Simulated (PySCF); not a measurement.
# [Lu(H2O)6]3+: other functionals and bases at one geometry

How far do other levels of theory move the description of [Lu(H2O)6]3+, and what does each cost? The structure is generated, not taken from experiment.

Computed with PySCF 2.14.0. Level: several levels, as the steps say, no spin–orbit coupling.

1 further run of the same task is left out (for a known fault of the program).

### Step 1. Starting geometry

19 atoms, charge 3, spin multiplicity 1.

Bond lengths: Lu1–O2 2.264 Å, Lu1–O5 2.264 Å, Lu1–O8 2.255 Å, Lu1–O11 2.264 Å, Lu1–O14 2.255 Å, Lu1–O17 2.264 Å, O2–H3 0.977 Å, O2–H4 0.977 Å, O5–H6 0.977 Å, O5–H7 0.977 Å, O8–H9 0.977 Å, O8–H10 0.977 Å, O11–H12 0.977 Å, O11–H13 0.977 Å, O14–H15 0.977 Å, O14–H16 0.977 Å, O17–H18 0.977 Å, O17–H19 0.977 Å. Angles: O2–Lu1–O5 180.0°, O2–Lu1–O8 90.0°, O2–Lu1–O11 90.0°, O2–Lu1–O14 90.0°, O2–Lu1–O17 90.0°, O5–Lu1–O8 90.0°, O5–Lu1–O11 90.0°, O5–Lu1–O14 90.0°, O5–Lu1–O17 90.0°, O8–Lu1–O11 90.0°, O8–Lu1–O14 180.0°, O8–Lu1–O17 90.0°, O11–Lu1–O14 90.0°, O11–Lu1–O17 180.0°, O14–Lu1–O17 90.0°, Lu1–O2–H3 128.1°, Lu1–O2–H4 128.1°, H3–O2–H4 103.8° and more.

As a file:

```xyz
19
charge 3, multiplicity 1
Lu    0.0000    0.0000    0.0000
O     0.0000    0.0000    2.2636
H     0.5546    0.5321    2.8662
H    -0.5546   -0.5321    2.8662
O     0.0000    0.0000   -2.2636
H     0.5546   -0.5321   -2.8662
H    -0.5546    0.5321   -2.8662
O     2.2554    0.0000    0.0000
H     2.8538   -0.5462    0.5462
H     2.8538    0.5462   -0.5462
O     0.0000    2.2636    0.0000
H     0.5546    2.8662    0.5321
H    -0.5546    2.8662   -0.5321
O    -2.2554    0.0000    0.0000
H    -2.8538    0.5462    0.5462
H    -2.8538   -0.5462   -0.5462
O     0.0000   -2.2636    0.0000
H    -0.5546   -2.8662    0.5321
H     0.5546   -2.8662   -0.5321
```

Formal oxidation states: Lu +3. An earlier session relaxed this geometry at PBE0, Lu def2-SVP with ECP28, O def2-SVP, H def2-SVP (singlet, point group C2v). Its vibrations showed it to be a saddle point, relaxed within its symmetry.

At PBE0 on the finer grid: E = -1693.044873 Eh, HOMO -22.75 eV, LUMO -12.46 eV, Mulliken charge on Lu1 +1.43 e, largest force component 0.005 eV/Å. 

Levels to run: BLYP; revPBE. Hardware: 4 threads of Intel Xeon at 2.70GHz, shared host.

### Step 2. BLYP

Input file run.py (the lines that set the calculation):

```python
mol = gto.M(atom='''
Lu     0.00000     0.00000     0.00000
O      0.00000     0.00000     2.26363
H      0.55464     0.53212     2.86618
H     -0.55464    -0.53212     2.86618
O      0.00000     0.00000    -2.26363
H      0.55464    -0.53212    -2.86618
H     -0.55464     0.53212    -2.86618
O      2.25543     0.00000     0.00000
H      2.85383    -0.54624     0.54624
H      2.85383     0.54624    -0.54624
O      0.00000     2.26363     0.00000
H      0.55464     2.86618     0.53212
H     -0.55464     2.86618    -0.53212
O     -2.25543     0.00000     0.00000
H     -2.85383     0.54624     0.54624
H     -2.85383    -0.54624    -0.54624
O      0.00000    -2.26363     0.00000
H     -0.55464    -2.86618     0.53212
H      0.55464    -2.86618    -0.53212''',
    basis={'Lu': 'def2-SVP', 'O': 'def2-SVP', 'H': 'def2-SVP'},
    ecp={'Lu': 'def2-SVP'},
    charge=3, spin=0)
mf = dft.RKS(mol, xc='BLYP')
mf.grids.atom_grid = (75, 302)  # f atoms: unpruned, at least (60, 302)
mf = mf.density_fit()  # fitting sets: Lu def2-universal-JKFIT, O def2-universal-JKFIT, H def2-universal-JKFIT
mf.conv_tol = 1e-08; mf.max_cycle = 55
mf.kernel(dm0)  # dm0: the density of the relaxed state
```

Started as:

```console
OMP_NUM_THREADS=4 python run.py
```

### Step 3. revPBE

Changes to run.py (the lines that set the calculation) since step 2:

```diff
@@ -23,3 +23,3 @@
     charge=3, spin=0)
-mf = dft.RKS(mol, xc='BLYP')
+mf = dft.RKS(mol, xc='PBE_R,PBE')
 mf.grids.atom_grid = (75, 302)  # f atoms: unpruned, at least (60, 302)
```

**Question.** What will these runs give? Wanted: for each run, HOMO; gap; charge on Lu1; dipole; largest force.

As calculated:

| level | state | HOMO (eV) | gap (eV) | charge on Lu1 (e) | dipole (D) | largest force (eV/Å) | basis functions | time |
| --- | --- | --- | --- | --- | --- | --- | --- | --- |
| PBE0 (relaxed here) | singlet | -22.75 | 10.29 | 1.43 | 0.00 | 0.01 | 225 | 28 s |
| BLYP | singlet | -20.66 | 7.25 | 1.15 | 0.00 | 0.49 | 225 | 29 s |
| revPBE | singlet | -20.76 | 7.35 | 1.28 | 0.00 | 0.33 | 225 | 30 s |

Times are on 4 threads of Intel Xeon at 2.70GHz, shared host; the first row also made further properties. The dipole of a charged species depends on the origin, so these sizes hold for this origin alone.

In one basis the HOMO–LUMO gap runs from 7.25 eV (BLYP) to 10.29 eV (PBE0). The largest leftover force, 0.49 eV/Å with BLYP, stands at a geometry relaxed at another level. The Mulliken charge on Lu spans +1.15 to +1.43 e over the levels. Total energies of different levels can't be compared. Spin–orbit coupling is left out throughout.
